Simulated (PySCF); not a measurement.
# C2H7FOSi: the cost of one run

The runs use PySCF 2.14.0, with density-fitted response routines of our own; the level of theory stands in each step. All values are computed, except where a source is named. Atoms count from 0, in the outputs and in this text.

## Step 1: The starting structure

12 atoms, charge 0, multiplicity 1; geometry from: GFN2-xTB. The atoms were then displaced at random by about 0.01 Å, so the start is not that level's minimum.

Bonds of the start (Å): O0–C1 1.39, C1–C2 1.50, C2–F3 1.40, C2–Si4 1.94, O0–H5 0.98, C1–H6 1.09, C1–H7 1.09, C2–H8 1.09, Si4–H9 1.47, Si4–H10 1.44, Si4–H11 1.47.

## Step 2: Optimising the geometry at PBE0-D3(BJ)/def2-SVP

What the job is given:

```
{"job": {"xc": "PBE0", "basis": "def2-SVP", "d3": "d3bj", "grid": 1, "shake": 0.01, "kind": "geom"}, "charge": 0, "multiplicity": 1}
O     -0.956530     1.137030    -0.795860
C     -1.281210    -0.105140    -0.253590
C     -0.132720    -0.607710     0.577720
F     -0.184130    -0.057390     1.864510
Si     1.536300    -0.015060    -0.218770
H     -0.937230     1.805970    -0.081510
H     -2.191600    -0.069930     0.338150
H     -1.405510    -0.763810    -1.106820
H     -0.181760    -1.681750     0.751120
H      2.598000    -0.819630     0.405660
H      1.436030    -0.247660    -1.634510
H      1.740040     1.396810     0.144870
```

Command:

```bash
$ OMP_NUM_THREADS=1 python probes_run.py task.json out
```

This one command runs all jobs of the session in turn.

**Question.** How long does this first job take on 1 thread of Arm Neoverse N1, shared host, and how much memory does it need?

About 52 s, with a peak of 0.45 GiB.
